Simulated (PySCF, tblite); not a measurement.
**CH5AlO3Zn, a small molecule taken as a stand-in for a surface group (aluminium hydroxide): NMR shifts, core binding energies and electronic excitations**

What NMR shifts, core binding energies and electronic excitations should one expect for `[CH3][Zn][O][Al]([OH])[OH]`?

Programs: tblite 0.8.0 and PySCF 2.14.0. All values are calculated, for the isolated system unless a continuum is named. Atoms count from 0, parts from 1.

## 1. Starting point

11 atoms, charge 0, multiplicity 1; geometry: distance geometry start.

## 2. Geometry optimisation with GFN2-xTB

What the job is given:

```
{"job": {"kind": "relax", "xc": "GFN2-xTB", "basis": "xTB"}, "charge": 0, "multiplicity": 1}
O      1.884688     3.827988     0.129588
Al     0.883659     2.330232     0.596543
O     -0.976992     2.534007     0.551113
O      1.537167     0.678955     0.006273
Zn     0.766159    -0.717288     0.167199
C     -0.241299    -2.071497     0.180951
H      2.657223     3.820412    -0.431966
H     -1.612685     1.968058     1.027766
H     -0.920268    -1.993510     0.973446
H     -0.775779    -2.138861    -0.732052
H      0.330549    -2.927553     0.305980
```

With the program's defaults for keys left out, this is: GFN2-xTB geometry optimisation, gas phase.

On the command line:

```bash
$ OMP_NUM_THREADS=1 python cluster_run.py task.json out
```

One launch serves the whole session: the jobs run in the order shown.

What it wrote:

```text
step      E/eV     max force
  0    -505.46372    4.654
  1    -506.43347    4.142
  2    -507.41455    2.048
  3    -507.62230    1.314
  4    -507.69129    0.721
  5    -507.72853    0.698
  6    -507.78394    0.772
  7    -507.80076    0.385
  8    -507.81337    0.404
  9    -507.82665    0.485
 10    -507.84236    0.553
 11    -507.85484    0.380
 12    -507.86223    0.191
 13    -507.86671    0.198
 14    -507.87117    0.306
 15    -507.87623    0.281
 16    -507.88034    0.195
 17    -507.88429    0.209
 18    -507.88903    0.307
 19    -507.89535    0.379
 20    -507.90158    0.298
 21    -507.90982    0.311
 22    -507.91411    0.323
 23    -507.91975    0.248
 24    -507.92448    0.325
 25    -507.93281    0.575
 26    -507.94091    0.544
 27    -507.95625    0.872
 28    -507.98137    0.595
 29    -508.00385    0.544
 30    -508.02131    0.438
 31    -508.02488    0.721
 32    -507.99980    1.348
 33    -508.03953    0.232
 34    -508.04475    0.238
 35    -508.06608    0.348
 36    -508.06942    0.175
 37    -508.07366    0.143
 38    -508.07576    0.162
 39    -508.08056    0.217
 40    -508.08601    0.238
 41    -508.09031    0.189
 42    -508.09255    0.174
 43    -508.09456    0.144
 44    -508.09645    0.208
 45    -508.09909    0.265
 46    -508.10251    0.291
 47    -508.10739    0.339
 48    -508.11468    0.363
 49    -508.12441    0.367
 50    -508.12879    0.273
 51    -508.13387    0.239
 52    -508.14161    0.306
 53    -508.15760    0.403
 54    -508.16932    0.362
 55    -508.17549    0.265
 56    -508.17987    0.138
 57    -508.18173    0.120
 58    -508.18246    0.090
 59    -508.18320    0.047
 60    -508.18340    0.051
 61    -508.18362    0.054
 62    -508.18398    0.043
 63    -508.18429    0.036
 64    -508.18459    0.060
 65    -508.18501    0.089
 66    -508.18562    0.102
 67    -508.18658    0.106
 68    -508.18792    0.087
 69    -508.18944    0.095
 70    -508.19077    0.080
 71    -508.19156    0.059
 72    -508.19207    0.119
 73    -508.19252    0.076
 74    -508.19331    0.130
 75    -508.19457    0.163
 76    -508.19618    0.112
 77    -508.19712    0.110
 78    -508.19839    0.104
 79    -508.19970    0.154
 80    -508.20073    0.136
 81    -508.20128    0.079
 82    -508.20158    0.072
 83    -508.20187    0.068
 84    -508.20225    0.046
 85    -508.20255    0.052
 86    -508.20283    0.074
 87    -508.20300    0.055
 88    -508.20311    0.034
 89    -508.20319    0.026
 90    -508.20327    0.037
 91    -508.20338    0.058
 92    -508.20355    0.069
 93    -508.20382    0.064
 94    -508.20413    0.038
 95    -508.20434    0.023
 96    -508.20441    0.010
 97    -508.20442    0.005
```

Wall time 2.8 s (1 thread of Intel Xeon Platinum 8175M at 2.50GHz, shared host).

Along the way:

```csv
step,energy from step 0 (eV),largest force (eV/Å)
0,0.0000,4.6537
4,-2.2276,0.7207
8,-2.3496,0.4039
12,-2.3985,0.1908
16,-2.4166,0.1946
20,-2.4379,0.2984
24,-2.4608,0.3252
28,-2.5177,0.5952
32,-2.5361,1.3485
36,-2.6057,0.1746
40,-2.6223,0.2379
44,-2.6327,0.2080
48,-2.6510,0.3630
52,-2.6779,0.3063
56,-2.7161,0.1386
60,-2.7197,0.0514
64,-2.7209,0.0600
68,-2.7242,0.0871
72,-2.7283,0.1185
76,-2.7325,0.1127
80,-2.7370,0.1362
84,-2.7385,0.0459
88,-2.7394,0.0341
92,-2.7398,0.0688
96,-2.7407,0.0100
97,-2.7407,0.0050
```

Close pairs (by a distance rule), those that changed most:

```csv
bond,before (Å),after (Å),change (Å)
Zn4–C5,1.688,1.990,+0.302
O3–Zn4,1.603,1.825,+0.222
Al1–O3,1.871,1.651,-0.220
O0–Al1,1.861,1.645,-0.216
Al1–O2,1.872,1.721,-0.151
C5–H10,1.037,1.083,+0.046
C5–H8,1.046,1.082,+0.036
C5–H9,1.060,1.083,+0.023
```

## 3. Optimising the geometry at PBE0-D3(BJ)/def2-SVP

What the job is given:

```
{"job": {"xc": "PBE0", "basis": "def2-SVP", "d3": "d3bj", "grid": 2, "kind": "geom", "shake": 0.01}, "charge": 0, "multiplicity": 1}
O      1.197004     3.295098    -0.074204
Al     0.861693     1.700154    -0.090862
O     -0.744421     1.176094     0.291984
O      1.704691     0.295385    -0.388364
Zn     0.309348    -0.898719    -0.116914
C     -0.755687    -2.565439    -0.004839
H      1.858572     3.966911    -0.221278
H     -1.489468     1.680280     0.530424
H     -1.461090    -2.514018     0.834489
H     -1.314462    -2.721481    -0.907927
H     -0.133493    -3.442764     0.157793
```

What it wrote:

```text
step   0  E = -2287.60505348  max force = 0.033617
step   1  E = -2287.60983499  max force = 0.007880
step   2  E = -2287.61057678  max force = 0.004118
step   3  E = -2287.61092508  max force = 0.002634
step   4  E = -2287.61117316  max force = 0.002151
step   5  E = -2287.61135851  max force = 0.002641
step   6  E = -2287.61153137  max force = 0.002621
step   7  E = -2287.61173972  max force = 0.002632
step   8  E = -2287.61248797  max force = 0.008498
step   9  E = -2287.61302007  max force = 0.008807
step  10  E = -2287.61414667  max force = 0.009006
step  11  E = -2287.61457083  max force = 0.011455
step  12  E = -2287.61526893  max force = 0.001628
step  13  E = -2287.61538992  max force = 0.000933
step  14  E = -2287.61541958  max force = 0.000792
step  15  E = -2287.61542565  max force = 0.000546
step  16  E = -2287.61543252  max force = 0.000516
step  17  E = -2287.61543443  max force = 0.000557
step  18  E = -2287.61543758  max force = 0.000745
step  19  E = -2287.61544070  max force = 0.000550
step  20  E = -2287.61544529  max force = 0.000442
optimisation converged
```

Wall time 5.2 min (1 thread of Intel Xeon Platinum 8175M at 2.50GHz, shared host); peak memory 0.67 GiB.

Along the way:

```csv
step,energy from step 0 (eV),largest force component (eV/Å)
0,0.0000,1.7287
1,-0.1301,0.4052
2,-0.1503,0.2118
3,-0.1598,0.1354
4,-0.1665,0.1106
5,-0.1716,0.1358
6,-0.1763,0.1348
7,-0.1819,0.1353
8,-0.2023,0.4370
9,-0.2168,0.4529
10,-0.2474,0.4631
11,-0.2590,0.5890
12,-0.2780,0.0837
13,-0.2813,0.0480
14,-0.2821,0.0407
15,-0.2822,0.0281
16,-0.2824,0.0265
17,-0.2825,0.0286
18,-0.2826,0.0383
19,-0.2827,0.0283
20,-0.2828,0.0227
```

Close pairs (by a distance rule), those that changed most:

```csv
bond,before (Å),after (Å),change (Å)
O3–Zn4,1.856,1.771,-0.086
O0–Al1,1.630,1.704,+0.074
Zn4–C5,1.981,1.924,-0.057
Al1–O2,1.732,1.703,-0.029
C5–H9,1.073,1.101,+0.028
O2–H7,0.931,0.958,+0.027
Al1–O3,1.665,1.680,+0.015
C5–H10,1.088,1.101,+0.013
```

The final coordinates are the input of the step that follows.

```csv
at the end point,value
point group (found at 0.08 Å tolerance),C1
"rotational constants (GHz, main isotopes)","6.204, 0.784, 0.699"
dipole moment (D),1.26
```

## 4. NMR shieldings: PBE0/pcSseg-1

What the job is given:

```
{"job": {"kind": "nmr", "xc": "PBE0", "basis": "pcSseg-1"}, "charge": 0, "multiplicity": 1}
O      1.681626     3.188331    -0.245686
Al     0.514461     1.968666    -0.014304
O     -1.050711     2.464824     0.437184
O      0.848498     0.334489    -0.213853
Zn     0.064283    -1.249179    -0.101621
C     -0.714735    -3.005958     0.000904
H      2.585011     2.976126    -0.485137
H     -1.275780     3.387212     0.565998
H     -1.397272    -3.083804     0.861198
H     -1.289033    -3.236354    -0.909714
H      0.065114    -3.774987     0.114444
```

Level: GIAO PBE0/pcSseg-1 NMR shielding, non-relativistic, gas phase.

What it wrote:

```text
coarse grid: 46872 points
cycle   1  E = -2287.5042197711  dE =  1.282e-01  |g| = 1.707e+00  |ddm| = 3.231e+00
cycle   2  E = -2286.5702176546  dE =  9.340e-01  |g| = 3.040e+00  |ddm| = 2.356e+00
cycle   3  E = -2287.9024911425  dE = -1.332e+00  |g| = 3.432e-01  |ddm| = 1.668e+00
cycle   4  E = -2287.9201695198  dE = -1.768e-02  |g| = 1.605e-01  |ddm| = 2.822e-01
cycle   5  E = -2287.9246212947  dE = -4.452e-03  |g| = 3.143e-02  |ddm| = 8.514e-02
cycle   6  E = -2287.9247383331  dE = -1.170e-04  |g| = 1.176e-02  |ddm| = 1.971e-02
cycle   7  E = -2287.9247553022  dE = -1.697e-05  |g| = 2.778e-03  |ddm| = 5.748e-03
cycle   8  E = -2287.9247565647  dE = -1.262e-06  |g| = 1.008e-03  |ddm| = 2.190e-03
final grid: 96624 points
cycle   9  E = -2287.9247689184  dE =  2.081e-07  |g| = 1.672e-03  |ddm| = 1.552e-03
cycle  10  E = -2287.9247682399  dE =  6.785e-07  |g| = 3.016e-03  |ddm| = 2.242e-03
cycle  11  E = -2287.9247693315  dE = -1.092e-06  |g| = 3.083e-04  |ddm| = 1.288e-03
cycle  12  E = -2287.9247693457  dE = -1.423e-08  |g| = 1.983e-05  |ddm| = 1.618e-04
cycle  13  E = -2287.9247693458  dE = -5.275e-11  |g| = 7.986e-06  |ddm| = 1.413e-05
converged SCF energy = -2287.9247693458

GIAO shielding tensors (ppm)
atom      isotropic    diamagn.    paramagn.     s11        s22        s33       span
  0 O      331.700     389.237     -57.538    309.949    316.049    369.100     59.151
  1 Al     468.038     797.095    -329.057    400.431    485.367    518.315    117.884
  2 O      333.268     387.687     -54.419    312.866    319.240    367.697     54.831
  3 O      313.595     394.364     -80.769    271.371    285.742    383.673    112.302
  4 Zn    1627.928    2523.786    -895.857   1187.170   1188.906   2507.709   1320.539
  5 C      204.643     247.759     -43.116    201.738    205.806    206.383      4.645
  6 H       30.457      31.873      -1.416     22.067     24.742     44.563     22.496
  7 H       30.402      30.391       0.011     21.864     24.122     45.220     23.356
  8 H       31.460      28.965       2.495     25.464     28.307     40.611     15.147
  9 H       31.474      28.637       2.837     25.548     28.170     40.706     15.159
 10 H       31.506      28.041       3.465     25.554     28.055     40.908     15.354
```

It took 33 s on 1 thread of Intel Xeon Platinum 8175M at 2.50GHz, shared host; peak memory 0.89 GiB.

The references, computed at this level on geometries of the same kind, shield at (ppm): 1H TMS 31.27, 13C TMS 184.4, 17O H2O 334.6, 27Al AlH4- 489.3. Their shielding less the atom's gives the shift. The references are single molecules in the gas phase, so shifts against H2O, NH3, PH3, H3PO4 or CFCl3 are not on the usual liquid scales and can be off by tens of ppm. Shifts against hydride references such as AlH4− lie on their own scale.

```csv
atoms,environment,σ (ppm),δ (ppm)
C5,"carbon bonded to Zn, 3 H",204.6,-20.2
H7,hydrogen on an oxygen bonded to Al,30.40,0.86
H6,hydrogen on an oxygen bonded to Al,30.46,0.81
H8,hydrogen on a carbon bonded to Zn,31.46,-0.19
H9,hydrogen on a carbon bonded to Zn,31.47,-0.21
H10,hydrogen on a carbon bonded to Zn,31.51,-0.24
O3,"oxygen bonded to Al, Zn",313.6,21.0
O0,"oxygen bonded to Al, H",331.7,2.9
O2,"oxygen bonded to Al, H",333.3,1.3
Al1,aluminium bonded to 3 O,468.0,21.2
Zn4,"Zn bonded to C, O",1628,–
```

The run also stored atomic charges by several schemes (e):

```csv
atoms,Mulliken,IAO,Hirshfeld,ESP fit
O0,-0.67,-0.83,-0.41,-0.92
Al1,1.23,1.31,0.65,1.40
O2,-0.67,-0.84,-0.41,-0.94
O3,-0.92,-1.15,-0.51,-1.00
Zn4,0.79,1.30,0.54,0.97
C5,-0.63,-0.95,-0.26,-1.16
```

Mayer bond orders: O0–Al1 0.94, Al1–O2 0.94, Al1–O3 1.01, O3–Zn4 0.72, Zn4–C5 0.95.

(Part 1 of 2 ends here.)
